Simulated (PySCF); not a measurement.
# One shape, several levels: C2H5BNO− (SMILES [BH3-]OCC#N)

Aim: a comparison of 5 runs (HF/3-21G, B3LYP/6-31G*, PBE0/def2-SVP, B3LYP/6-311G**, PBE/6-311+G**) of C2H5BNO−. Input form: a Python script.

The results are computed with PySCF 2.14.0.

## 1. Starting point

C2H5BNO−: 10 atoms, total charge -1, spin state singlet. As SMILES, `[BH3-]OCC#N`. The shape is that of a GFN2-xTB optimisation. This is one conformer, not always the lowest.

Bond lengths: B1–O2 1.527 Å, O2–C3 1.366 Å, C3–C4 1.446 Å, C4–N5 1.148 Å, B1–H6 1.231 Å, B1–H7 1.231 Å, B1–H8 1.205 Å, C3–H9 1.118 Å, C3–H10 1.118 Å. Some angles: B1–O2–C3 111.1°, O2–C3–C4 112.5°, C3–C4–N5 179.6°, O2–B1–H6 109.3°, O2–B1–H7 109.3°, O2–B1–H8 106.1°, O2–C3–H9 112.1°, O2–C3–H10 112.1°, C4–C3–H9 106.9°, C4–C3–H10 107.0°.

## 2. Energy and gradient at HF/3-21G (run 1)

Input file calc.py:

```python
import pyscf.grad
from pyscf import gto, scf

system = gto.M(
    atom='''
B   -1.001920  -1.157080   0.395320
O   -0.430000  -0.175600  -0.625290
C    0.558010   0.588400  -0.073190
C    1.124600   1.526420  -1.016640
N    1.580780   2.271300  -1.762330
H   -1.464860  -0.530560   1.348260
H   -0.103200  -1.894740   0.799380
H   -1.857830  -1.778870  -0.181250
H    1.402210  -0.032260   0.315990
H    0.192210   1.182970   0.799740
''',
    verbose=4,
    charge=-1,
    basis='3-21g',
    max_memory=1860,
)

mf = scf.RHF(system)
mf.conv_tol = 1e-10
mf.kernel()
if not mf.converged:
    mf = mf.newton().run(mf.mo_coeff, mf.mo_occ)

e_final = mf.e_tot
print('Final energy', e_final)
grad = mf.Gradients().kernel()
mf.analyze()
```

Started as:

```bash
$ OMP_NUM_THREADS=1 python calc.py
```

Output:

```text
PySCF version 2.14.0

[... 82 lines left out ...]
Total Energy =                        -231.346978392795393
[... 7 lines left out ...]
MO #1   energy= -20.2299349466369  occ= 2
[... 5 lines left out ...]
MO #7   energy= -1.1004783562071   occ= 2
[... 5 lines left out ...]
MO #13  energy= -0.392145422447295 occ= 2
[... 5 lines left out ...]
MO #19  energy= -0.179214587502479 occ= 2
[... 5 lines left out ...]
MO #25  energy= 0.541851663976601  occ= 0
[... 5 lines left out ...]
MO #31  energy= 0.865574275970305  occ= 0
[... 5 lines left out ...]
MO #37  energy= 1.21352379073959   occ= 0
[... 5 lines left out ...]
MO #43  energy= 1.62176128947586   occ= 0
[... 5 lines left out ...]
MO #49  energy= 1.85456307651563   occ= 0
[... 5 lines left out ...]
MO #55  energy= 3.72069946153187   occ= 0
[... 33 lines left out ...]
pop of  3 C 2py           0.97561
pop of  3 C 2pz           0.98611
pop of  3 C 3px           0.00566
pop of  3 C 3py           0.01179
pop of  3 C 3pz           0.01216
pop of  4 N 1s            1.99965
pop of  4 N 2s            1.55800
pop of  4 N 3s            0.01128
pop of  4 N 2px           1.16560
pop of  4 N 2py           1.27540
pop of  4 N 2pz           1.25136
pop of  4 N 3px           0.00106
pop of  4 N 3py           0.00140
pop of  4 N 3pz           0.00119
pop of  5 H 1s            1.12812
pop of  5 H 2s            0.00174
pop of  6 H 1s            1.12811
pop of  6 H 2s            0.00174
pop of  7 H 1s            1.09593
pop of  7 H 2s            0.00110
pop of  8 H 1s            0.91586
pop of  8 H 2s            0.00936
pop of  9 H 1s            0.91604
pop of  9 H 2s            0.00935
 ** Mulliken atomic charges  **
charge of    0B =     -0.18317
charge of    1O =     -0.51612
charge of    2C =      0.07963
charge of    3C =      0.09194
charge of    4N =     -0.26494
charge of    5H =     -0.12986
charge of    6H =     -0.12984
charge of    7H =     -0.09703
charge of    8H =      0.07478
charge of    9H =      0.07461

WARN: System has nonzero charge -1; the dipole moment is origin-dependent.
Location of origin: [0. 0. 0.]

Dipole moment(X, Y, Z, Debye):  2.44706,  1.48526,  2.42399
```

Wall time 4.8 s (1 thread of Intel Xeon at 2.50GHz (Skylake/Cascade Lake), shared host); peak memory 0.13 GiB.

## 3. Energy and gradient at B3LYP/6-31G(d) (Cartesian functions) (run 2)

Input file job.py:

```python
# [BH3-]OCC#N
from pyscf import gto, dft

molecule = gto.M(
    atom=[
    ('B', (-1.001920, -1.157080, 0.395320)),
    ('O', (-0.430000, -0.175600, -0.625290)),
    ('C', (0.558010, 0.588400, -0.073190)),
    ('C', (1.124600, 1.526420, -1.016640)),
    ('N', (1.580780, 2.271300, -1.762330)),
    ('H', (-1.464860, -0.530560, 1.348260)),
    ('H', (-0.103200, -1.894740, 0.799380)),
    ('H', (-1.857830, -1.778870, -0.181250)),
    ('H', (1.402210, -0.032260, 0.315990)),
    ('H', (0.192210, 1.182970, 0.799740)),
],
    verbose=3,
    cart=True,
    max_memory=1860,
    basis='6-31g*',
    charge=-1,
)

mf = dft.RKS(molecule, xc='b3lyp')
mf.conv_tol = 1e-10
mf.grids.level = 5
mf.kernel()
if not mf.converged:
    mf = mf.newton().run(mf.mo_coeff, mf.mo_occ)

energy = mf.e_tot
print('E = %.10f Eh' % energy)
grad = mf.nuc_grad_method().kernel()
mf.analyze()
```

Started as:

```bash
$ OMP_NUM_THREADS=1 python job.py
```

Output:

```text
converged SCF energy = -234.07065193446
[... 14 lines left out ...]
MO #5   energy= -6.49666808540572  occ= 2
[... 7 lines left out ...]
MO #13  energy= -0.221565019565476 occ= 2
[... 7 lines left out ...]
MO #21  energy= 0.194326563601538  occ= 0
[... 7 lines left out ...]
MO #29  energy= 0.46030972923038   occ= 0
[... 7 lines left out ...]
MO #37  energy= 0.778775184793057  occ= 0
[... 7 lines left out ...]
MO #45  energy= 1.05473006192402   occ= 0
[... 7 lines left out ...]
MO #53  energy= 1.47466013248404   occ= 0
[... 7 lines left out ...]
MO #61  energy= 1.9370497642842    occ= 0
[... 7 lines left out ...]
MO #69  energy= 2.23160289070411   occ= 0
[... 7 lines left out ...]
MO #77  energy= 2.93270356683605   occ= 0
[... 7 lines left out ...]
MO #85  energy= 4.78583239202198   occ= 0
[... 12 lines left out ...]
WARN: System has nonzero charge -1; the dipole moment is origin-dependent.
Location of origin: [0. 0. 0.]

Dipole moment(X, Y, Z, Debye):  1.96196,  1.12017,  2.13044
```

Run time: 67 s. Hardware: 1 thread of Intel Xeon at 2.50GHz (Skylake/Cascade Lake), shared host; peak memory 0.86 GiB.

## 4. Energy and gradient at PBE0/def2-SVP (run 3)

Input file input.py:

```python
from pyscf import gto, dft

molecule = gto.M(
    atom='''
B     -1.893354    -2.186564     0.747047
O     -0.812582    -0.331836    -1.181627
C      1.054486     1.111915    -0.138309
C      2.125186     2.884516    -1.921171
N      2.987241     4.292135    -3.330321
H     -2.768184    -1.002613     2.547842
H     -0.195020    -3.580540     1.510609
H     -3.510790    -3.361577    -0.342513
H      2.649793    -0.060963     0.597135
H      0.363224     2.235489     1.511290
''',
    verbose=3,
    basis='def2-svp',
    spin=0,
    charge=-1,
    unit='bohr',
    max_memory=1860,
)

myscf = dft.RKS(molecule)
myscf.xc = 'pbe0'
myscf.grids.level = 5
myscf.conv_tol = 1e-10
myscf.kernel()
if not myscf.converged:
    myscf = myscf.newton().run(myscf.mo_coeff, myscf.mo_occ)

e_tot = myscf.e_tot
print('E = %.10f Eh' % e_tot)
grad = myscf.nuc_grad_method().kernel()
myscf.analyze()
```

Started as:

```bash
$ OMP_NUM_THREADS=1 python input.py
```

Output:

```text
converged SCF energy = -233.615967607695
[... 16 lines left out ...]
MO #7   energy= -0.779153517728454 occ= 2
[... 7 lines left out ...]
MO #15  energy= -0.204887254407826 occ= 2
[... 7 lines left out ...]
MO #23  energy= 0.300918079571438  occ= 0
[... 7 lines left out ...]
MO #31  energy= 0.498251602418059  occ= 0
[... 7 lines left out ...]
MO #39  energy= 0.772959634382528  occ= 0
[... 7 lines left out ...]
MO #47  energy= 1.01213967817764   occ= 0
[... 7 lines left out ...]
MO #55  energy= 1.33278952910674   occ= 0
[... 7 lines left out ...]
MO #63  energy= 1.72354455231333   occ= 0
[... 7 lines left out ...]
MO #71  energy= 2.03096722559848   occ= 0
[... 7 lines left out ...]
MO #79  energy= 2.42368654239663   occ= 0
[... 7 lines left out ...]
MO #87  energy= 3.03362071142366   occ= 0
[... 7 lines left out ...]
MO #95  energy= 3.71001062909266   occ= 0
[... 12 lines left out ...]
WARN: System has nonzero charge -1; the dipole moment is origin-dependent.
Location of origin: [0. 0. 0.]

Dipole moment(X, Y, Z, Debye):  2.08125,  1.25724,  2.08384
```

It took 88 s on 1 thread of Intel Xeon at 2.50GHz (Skylake/Cascade Lake), shared host; peak memory 0.96 GiB.

Run 4 isn't shown in full; the table further down has it.

## 5. Energy and forces at PBE/6-311+G(d,p) (run 5)

Input file job.py:

```python
# [BH3-]OCC#N
import pyscf.grad
from pyscf import gto, dft

mol = gto.M(
    atom='''
B     -1.001920    -1.157080     0.395320
O     -0.430000    -0.175600    -0.625290
C      0.558010     0.588400    -0.073190
C      1.124600     1.526420    -1.016640
N      1.580780     2.271300    -1.762330
H     -1.464860    -0.530560     1.348260
H     -0.103200    -1.894740     0.799380
H     -1.857830    -1.778870    -0.181250
H      1.402210    -0.032260     0.315990
H      0.192210     1.182970     0.799740
''',
    charge=-1,
    spin=0,
    verbose=4,
    max_memory=1860,
    basis='6-311+g**',
)

myscf = dft.RKS(mol, xc='pbe')
myscf.grids.level = 5
myscf.conv_tol = 1e-10
myscf.kernel()
if not myscf.converged:
    myscf = myscf.newton().run(myscf.mo_coeff, myscf.mo_occ)

e_final = myscf.e_tot
print(f'total energy: {e_final:.8f} hartree')
grad = myscf.Gradients().kernel()
myscf.analyze()
```

Started as:

```bash
$ OMP_NUM_THREADS=1 python job.py
```

Output:

```text
PySCF version 2.14.0

[... 104 lines left out ...]
One-electron Energy =                 -614.970555969097063
[... 14 lines left out ...]
MO #10  energy= -0.287355821182222 occ= 2
[... 12 lines left out ...]
MO #23  energy= 0.14202878276679   occ= 0
[... 12 lines left out ...]
MO #36  energy= 0.318419454170789  occ= 0
[... 12 lines left out ...]
MO #49  energy= 0.49941291030192   occ= 0
[... 12 lines left out ...]
MO #62  energy= 0.764564428865102  occ= 0
[... 12 lines left out ...]
MO #75  energy= 1.2496192893529    occ= 0
[... 12 lines left out ...]
MO #88  energy= 1.70569866574459   occ= 0
[... 12 lines left out ...]
MO #101 energy= 2.20834177226779   occ= 0
[... 12 lines left out ...]
MO #114 energy= 2.84370593651706   occ= 0
[... 12 lines left out ...]
MO #127 energy= 3.83581173845131   occ= 0
[... 12 lines left out ...]
MO #140 energy= 49.7285828369335   occ= 0
[... 118 lines left out ...]
pop of  6 H 1s            1.07439
pop of  6 H 2s            0.00299
pop of  6 H 3s            0.00077
pop of  6 H 2px           0.00032
pop of  6 H 2py           0.00028
pop of  6 H 2pz           0.00014
pop of  7 H 1s            1.04024
pop of  7 H 2s            0.00124
pop of  7 H 3s            0.00045
pop of  7 H 2px           0.00041
pop of  7 H 2py           0.00023
pop of  7 H 2pz           0.00020
pop of  8 H 1s            0.89397
pop of  8 H 2s            0.00647
pop of  8 H 3s            0.00339
pop of  8 H 2px           0.00031
pop of  8 H 2py           0.00077
pop of  8 H 2pz           0.00025
pop of  9 H 1s            0.89423
pop of  9 H 2s            0.00647
pop of  9 H 3s            0.00339
pop of  9 H 2px           0.00054
pop of  9 H 2py           0.00022
pop of  9 H 2pz           0.00058
 ** Mulliken atomic charges  **
charge of    0B =     -0.36285
charge of    1O =     -0.43478
charge of    2C =     -0.02038
charge of    3C =      0.12820
charge of    4N =     -0.29900
charge of    5H =     -0.07893
charge of    6H =     -0.07890
charge of    7H =     -0.04277
charge of    8H =      0.09483
charge of    9H =      0.09457

WARN: System has nonzero charge -1; the dipole moment is origin-dependent.
Location of origin: [0. 0. 0.]

Dipole moment(X, Y, Z, Debye):  1.90171,  1.02023,  2.22953
```

Run time: 2.7 min. Hardware: 1 thread of Intel Xeon at 2.50GHz (Skylake/Cascade Lake), shared host; peak memory 1.6 GiB.

## 6. Overview of the runs

| run | level | Cartesian functions | integration grid | energy (Eh) | HOMO energy (eV) | LUMO energy (eV) | HOMO–LUMO gap (eV) | wall time |
| --- | --- | --- | --- | --- | --- | --- | --- | --- |
| 1 | HF/3-21G | no | – | -231.346978 | -4.88 | 9.63 | 14.51 | 4.8 s |
| 2 | B3LYP/6-31G* (Cartesian functions) | yes | 5 | -234.070652 | -1.08 | 4.90 | 5.98 | 67 s |
| 3 | PBE0/def2-SVP | no | 5 | -233.615968 | -1.56 | 4.91 | 6.47 | 88 s |
| 4 | B3LYP/6-311G** | no | 5 | -234.147219 | -1.53 | 4.53 | 6.06 | 1.9 min |
| 5 | PBE/6-311+G** | no | 5 | -233.852939 | -0.61 | 3.02 | 3.63 | 2.7 min |

## 7. Results

| quantity | value |
| --- | --- |
| run 5: total energy | -233.85294 Eh |
| run 5: HOMO energy | -0.61 eV |
| run 5: LUMO energy | 3.02 eV |
| run 5: HOMO–LUMO gap (to an unbound level, set by the basis) | 3.63 eV |
| run 5: largest force on an atom | 2.380 eV/Å |

**Reading.** The HOMO–LUMO gap runs from 3.63 eV (PBE/6-311+G**) to 14.51 eV (HF/3-21G). The two ends differ in method and basis. The empty levels of an anion lie above zero and hang on the basis. Totals of different functionals can't be ranked against each other. All runs together took 7.2 min, the longest 2.7 min.
